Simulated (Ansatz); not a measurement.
Input of an Ansatz 0.2.0 run:

input

```
crystal:
  lattice:
    - [3.60358, 0.0, 0.0]
    - [-1.80179, 3.12079, 0.0]
    - [0.0, 0.0, 19.06651]
  atoms:
    - { symbol: Cs, position: [0.0, 0.0, 0.37399] }
    - { symbol: Li, position: [0.66667, 0.33333, 0.01607] }
    - { symbol: Cr, position: [0.0, 0.0, 0.86637], spin: 3.0 }
    - { symbol: Cr, position: [0.33333, 0.66667, 0.16833], spin: 3.0 }
    - { symbol: Te, position: [0.33333, 0.66667, 0.53891] }
    - { symbol: Te, position: [0.66667, 0.33333, 0.77276] }
    - { symbol: S, position: [0.0, 0.0, 0.1003] }
    - { symbol: S, position: [0.33333, 0.66667, 0.9292] }
    - { symbol: S, position: [0.66667, 0.33333, 0.23408] }
hamiltonian:
  xc: pbe
  pseudopotentials: { kind: paw }
magnetization:
  spin_polarized: true
kpoints:
  mp_grid: { grid: [6, 6, 1] }
scf:
  occupations: { method: fermi_dirac, width: 0.05 }
output:
  forces: true
  stress: true
  eigenvalues: true
relax:
  f_tol: 0.01
  max_steps: 40
  cell: { stress_tol: 0.05 }
```

Q: What does it give for the site moments?

A: Cs +0.00; Li -0.01; Cr +2.59, +2.74; Te -0.01, -0.15; S -0.05, -0.06 μB.

Q: What does it give for the net moment?

A: 5.63 μB per cell.

Q: What does it give for the space group after relaxing (to 0.05 Å)?

A: P3m1 (No. 156).

Final structure:
```
Cs Li Cr Te S
1.0
     3.60922    0.00000    0.00000
    -1.80461    3.12568    0.00000
     0.00000    0.00000   19.03297
Cs Li Cr Te S
1 1 2 2 3
Direct
  0.00000 0.00000 0.37402
  0.66667 0.33333 0.01576
  0.00000 0.00000 0.86635
  0.33333 0.66667 0.16818
  0.33333 0.66667 0.53912
  0.66667 0.33333 0.77344
  0.00000 0.00000 0.10020
  0.33333 0.66667 0.92903
  0.66667 0.33333 0.23390
```

 Spin-orbit coupling is left out, which matters for the levels of Cs, Te.
